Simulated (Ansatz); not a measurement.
# Li2TaO3: the cost of one run

Method: DFT PBE, scalar-relativistic, plane waves, PAW, in Ansatz 0.2.0.

## 1. The starting structure

Symmetry: Fmmm, No. 69, orthorhombic system. Conventional cell: a = 4.208 Å, b = 4.421 Å, c = 13.267 Å, α = 90.00°, β = 90.00°, γ = 90.00°. Li (site symmetry mm2) has 6 O at 2.10 to 2.27 Å as nearest neighbours. Around Ta (site symmetry mmm) lie 6 O at 2.10 to 2.21 Å. O (site symmetry mmm) is surrounded by 4 Ta at 2.10 to 2.21 Å and 2 Li at 2.20 Å. Around O (site symmetry mm2) lie 5 Li at 2.10 to 2.27 Å and 1 Ta at 2.16 Å.

Coordinates:

```cif
data_structure
_symmetry_space_group_name_H-M 'Fmmm'
_symmetry_Int_Tables_number 69
_cell_length_a 4.2082
_cell_length_b 4.4209
_cell_length_c 13.2669
_cell_angle_alpha 90.000
_cell_angle_beta 90.000
_cell_angle_gamma 90.000
_cell_volume 246.82
loop_
_atom_site_label
_atom_site_type_symbol
_atom_site_symmetry_multiplicity
_atom_site_Wyckoff_symbol
_atom_site_fract_x
_atom_site_fract_y
_atom_site_fract_z
_atom_site_occupancy
Li1 Li 8 i 0.00000 0.00000 0.33421 1
Ta1 Ta 4 a 0.00000 0.00000 0.00000 1
O1 O 4 b 0.50000 0.00000 0.00000 1
O2 O 8 i 0.50000 0.00000 0.33712 1
```

The cell is invented: species swapped into a database cell of MgFe2O3 (Fmmm, No. 69), with Ta on the Mg sites and Li on the Fe sites. The dimensions are guesses.

## 2. The guess as it stands, on a coarse mesh

input.yaml reads:

```yaml
crystal:
  lattice:
    - [0.0, 2.21046417, 6.63346658]
    - [2.10409886, 0.0, 6.63346658]
    - [2.10409886, 2.21046417, 0.0]
  atoms:
    - { symbol: Li, position: [0.3342075, 0.3342075, 0.6657925] }
    - { symbol: Li, position: [0.6657925, 0.6657925, 0.3342075] }
    - { symbol: Ta, position: [0.0, 0.0, 0.0] }
    - { symbol: O, position: [0.5, 0.5, 0.5] }
    - { symbol: O, position: [0.83711573, 0.83711573, 0.16288427] }
    - { symbol: O, position: [0.16288427, 0.16288427, 0.83711573] }
basis:
  ecutwfc: 420
kpoints:
  mp_grid: { grid: [6, 6, 6] }
hamiltonian:
  xc: pbe
scf:
  occupations: { method: gaussian, width: 0.1 }
  lower_state_search: "off"
output:
  forces: true
  stress: true
  eigenvalues: true
```

Run with:

```sh
ansatz run input.yaml --threads 1 --pin off --max-ram 2560MiB --backend cpu --events-out ev --progress --plain --runs-dir out
```

What time and memory should one allow on 1 thread of Intel Xeon at 2.50GHz (Skylake/Cascade Lake), shared host?

About 7.3 s, with a peak of 0.38 GiB.
